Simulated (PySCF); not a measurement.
# C6H10ClF: magnetic properties

What do calculations give for the magnetic properties of C6H10ClF (`CC[C@@H](F)/C(C)=C\Cl`)?

Computed with PySCF 2.14.0 and routines of our own; the level stands in each step. Atoms count from 0.

## Step 1: The starting structure

18 atoms, charge 0, multiplicity 1; geometry from: GFN2-xTB.

## Step 2: Magnetic properties: GIAO PBE0/pcSseg-1

Job settings and geometry (Å):

```
{"job": {"kind": "mag", "xc": "PBE0", "basis": "pcSseg-1", "isotopologues": 2}, "charge": 0, "multiplicity": 1}
C      1.834865     0.061649     0.936956
C      1.436224    -0.112857    -0.521225
C      0.139641     0.630610    -0.855996
F     -0.101574     0.484238    -2.214360
C     -1.049881     0.116288    -0.086080
C     -1.626066    -1.186257    -0.546409
C     -1.568445     0.766523     0.947132
Cl    -0.977576     2.267590     1.551634
H      1.082460    -0.362721     1.597342
H      1.947222     1.115458     1.179084
H      2.781335    -0.437394     1.126916
H      2.220013     0.278575    -1.172911
H      1.306718    -1.171188    -0.755228
H      0.266355     1.707401    -0.690456
H     -0.896911    -1.984965    -0.418120
H     -2.523461    -1.435503     0.011817
H     -1.866521    -1.124561    -1.606156
H     -2.413157     0.393431     1.504406
```

Method: GIAO PBE0/pcSseg-1 magnetisability, rotational g tensor and spin-rotation constants, non-relativistic, gas phase.

Run with:

```
$ OMP_NUM_THREADS=1 python excited_run.py task.json out
```

One launch serves the whole session: the jobs run in the order shown.

Log:

```text
coarse grid: 15432 points
cycle   1  E = -793.9779539979  dE =  8.612e-01  |g| = 5.541e-01  |ddm| = 3.730e+00
cycle   2  E = -793.9502321047  dE =  2.772e-02  |g| = 7.138e-01  |ddm| = 1.007e+00
cycle   3  E = -794.0389840047  dE = -8.875e-02  |g| = 8.190e-02  |ddm| = 6.072e-01
cycle   4  E = -794.0401117148  dE = -1.128e-03  |g| = 3.631e-02  |ddm| = 9.735e-02
cycle   5  E = -794.0403967223  dE = -2.850e-04  |g| = 1.100e-02  |ddm| = 3.852e-02
cycle   6  E = -794.0404217388  dE = -2.502e-05  |g| = 4.082e-03  |ddm| = 1.210e-02
cycle   7  E = -794.0404253328  dE = -3.594e-06  |g| = 8.516e-04  |ddm| = 3.984e-03
final grid: 144320 points
cycle   8  E = -794.0960957727  dE = -5.384e-05  |g| = 9.550e-03  |ddm| = 3.890e-02
cycle   9  E = -794.0960826071  dE =  1.317e-05  |g| = 1.227e-02  |ddm| = 1.955e-02
cycle  10  E = -794.0961173657  dE = -3.476e-05  |g| = 1.777e-03  |ddm| = 1.211e-02
cycle  11  E = -794.0961179121  dE = -5.463e-07  |g| = 4.501e-04  |ddm| = 1.758e-03
cycle  12  E = -794.0961179530  dE = -4.099e-08  |g| = 1.506e-04  |ddm| = 4.596e-04
cycle  13  E = -794.0961179577  dE = -4.701e-09  |g| = 4.467e-05  |ddm| = 1.645e-04
cycle  14  E = -794.0961179582  dE = -4.227e-10  |g| = 8.428e-06  |ddm| = 4.821e-05
converged SCF energy = -794.0961179582

Magnetisability tensor (1e-30 J/T^2)
    -1403.44       34.51     -103.23
       34.51    -1470.82      -22.55
     -103.23      -22.55    -1509.80
isotropic -1461.35   principal values   -1572.76  -1482.73  -1328.57
isotropic susceptibility -88.005 1e-6 cm^3/mol

Inertial axes            a          b          c
rot. const./GHz      1.9425     1.2195     0.9987
chi total           -88.075    -88.344    -87.596
chi diamagnetic    -756.810  -1032.686  -1275.125
chi paramagnetic    668.736    944.342   1187.529
quadrupole/D A       -5.010      4.672      0.338
g nuclear            0.6021     0.5328     0.5513
g electronic        -0.6103    -0.5410    -0.5572
g total             -0.0081    -0.0082    -0.0059

Spin-rotation constants (kHz, H = +C I.J)
atom  isotope        aa         bb         cc
  3    19F        1.375      0.472      0.429
  7   35Cl        0.527      0.270      0.189
  8     1H       -0.168     -0.090     -0.046
  9     1H       -0.104     -0.109     -0.059
 10     1H       -0.170     -0.032     -0.089
 11     1H       -0.148     -0.073     -0.048
 12     1H       -0.088     -0.116     -0.050
 13     1H       -0.080     -0.088     -0.003
 14     1H       -0.122     -0.090     -0.055
 15     1H       -0.145     -0.059     -0.073
 16     1H       -0.102     -0.082     -0.061
 17     1H       -0.124     -0.033     -0.032
  0    13C*       0.242      0.162      0.131
  1    13C*       0.298      0.194      0.169
  2    13C*       0.467      0.317      0.269
  4    13C*       0.691      0.427      0.309
  5    13C*       0.272      0.170      0.140
  6    13C*       0.532      0.416      0.299
* in the singly substituted isotopologue

Isotopologues: g along a, b, c
2H    at 8,9,10,11,12,1    -0.0072    -0.0078    -0.0051
13C   at 0                 -0.0081    -0.0080    -0.0060
```

Wall time 56 s (1 thread of Intel Xeon Platinum 8259CL at 2.50GHz, shared host); peak memory 0.9 GiB.

From this job:

| quantity | value |
| --- | --- |
| magnetisability | -1461·10⁻³⁰ J/T² |
| molar susceptibility | -88.0·10⁻⁶ cm³/mol |
| rotational g (a, b, c) | -0.0081, -0.0082, -0.0059 |

## Step 3: Magnetic properties: GIAO OLYP/ANO-RCC-VDZP

The job, as its differences from that of step 2:

```diff
@@ -1,2 +1,2 @@
-{"job": {"kind": "mag", "xc": "PBE0", "basis": "pcSseg-1", "isotopologues": 2}, "charge": 0, "multiplicity": 1}
+{"job": {"kind": "mag", "xc": "OLYP", "basis": "ANO-RCC-VDZP", "scf": {"conv": 1e-07}}, "charge": 0, "multiplicity": 1}
 C      1.834865     0.061649     0.936956
```

Method: GIAO OLYP/ANO-RCC-VDZP magnetisability, rotational g tensor and spin-rotation constants, non-relativistic, gas phase.

Log:

```text
final grid: 144320 points
cycle   1  E = -794.1947504149  dE =  6.697e-01  |g| = 6.684e-01  |ddm| = 5.693e+00
cycle   2  E = -794.0344514083  dE =  1.603e-01  |g| = 1.103e+00  |ddm| = 1.906e+00
cycle   3  E = -794.2949667544  dE = -2.605e-01  |g| = 1.824e-01  |ddm| = 1.241e+00
cycle   4  E = -794.3021749196  dE = -7.208e-03  |g| = 7.215e-02  |ddm| = 2.883e-01
cycle   5  E = -794.3033873425  dE = -1.212e-03  |g| = 2.850e-02  |ddm| = 1.039e-01
cycle   6  E = -794.3035632197  dE = -1.759e-04  |g| = 7.555e-03  |ddm| = 3.359e-02
cycle   7  E = -794.3035763018  dE = -1.308e-05  |g| = 2.030e-03  |ddm| = 1.041e-02
cycle   8  E = -794.3035774373  dE = -1.135e-06  |g| = 4.865e-04  |ddm| = 2.976e-03
cycle   9  E = -794.3035774948  dE = -5.752e-08  |g| = 1.745e-04  |ddm| = 7.420e-04
converged SCF energy = -794.3035774948

Magnetisability tensor (1e-30 J/T^2)
    -1353.71       31.11     -106.56
       31.11    -1434.54      -21.23
     -106.56      -21.23    -1460.79
isotropic -1416.34   principal values   -1526.54  -1443.60  -1278.90
isotropic susceptibility -85.294 1e-6 cm^3/mol

Inertial axes            a          b          c
rot. const./GHz      1.9425     1.2195     0.9987
chi total           -85.116    -85.555    -85.212
chi diamagnetic    -756.051  -1031.976  -1274.381
chi paramagnetic    670.935    946.421   1189.169
quadrupole/D A       -5.047      4.719      0.328
g nuclear            0.6021     0.5328     0.5513
g electronic        -0.6123    -0.5422    -0.5579
g total             -0.0101    -0.0094    -0.0066

Spin-rotation constants (kHz, H = +C I.J)
atom  isotope        aa         bb         cc
  3    19F        1.526      0.555      0.526
  7   35Cl        0.508      0.271      0.190
  8     1H       -0.166     -0.089     -0.045
  9     1H       -0.099     -0.109     -0.058
 10     1H       -0.169     -0.028     -0.088
 11     1H       -0.145     -0.070     -0.047
 12     1H       -0.082     -0.115     -0.047
 13     1H       -0.073     -0.086     -0.001
 14     1H       -0.121     -0.089     -0.053
 15     1H       -0.147     -0.057     -0.072
 16     1H       -0.100     -0.081     -0.060
 17     1H       -0.114     -0.031     -0.030
  0    13C*       0.245      0.164      0.132
  1    13C*       0.307      0.199      0.173
  2    13C*       0.472      0.321      0.274
  4    13C*       0.684      0.406      0.296
  5    13C*       0.268      0.171      0.141
  6    13C*       0.526      0.392      0.284
* in the singly substituted isotopologue
```

Run time: 2.9 min. Hardware: 1 thread of Intel Xeon Platinum 8259CL at 2.50GHz, shared host; peak memory 0.68 GiB.

From this job:

| quantity | value |
| --- | --- |
| magnetisability | -1416·10⁻³⁰ J/T² |
| molar susceptibility | -85.3·10⁻⁶ cm³/mol |
| rotational g (a, b, c) | -0.0101, -0.0094, -0.0066 |

## Step 4: The levels compared

| level | ξ (10⁻³⁰ J/T²) | g(a) | g(b) | gap (eV) | functions | time |
| --- | --- | --- | --- | --- | --- | --- |
| GIAO PBE0/pcSseg-1 | -1461 | -0.0081 | -0.0082 | 7.08 | 193 | 56 s |
| GIAO OLYP/ANO-RCC-VDZP | -1416 | -0.0101 | -0.0094 | 4.96 | 166 | 2.9 min |

## Step 5: What came out

| quantity | value |
| --- | --- |
| magnetisability (step 2, GIAO PBE0/pcSseg-1) | -1461·10⁻³⁰ J/T² |
| molar susceptibility (step 2, GIAO PBE0/pcSseg-1) | -88.0·10⁻⁶ cm³/mol |
| rotational g (a, b, c) (step 2, GIAO PBE0/pcSseg-1) | -0.0081, -0.0082, -0.0059 |
| magnetisability over the levels | -1461 to -1416·10⁻³⁰ J/T² |

**Reading.** The magnetisability spreads by 3.1 % over 2 levels, from GIAO PBE0/pcSseg-1 (56 s) to GIAO OLYP/ANO-RCC-VDZP (2.9 min); the runs took 56 s to 2.9 min. Two levels can agree by chance, so this spread shows no convergence. Vibrational averaging and real surroundings are missing from these values.
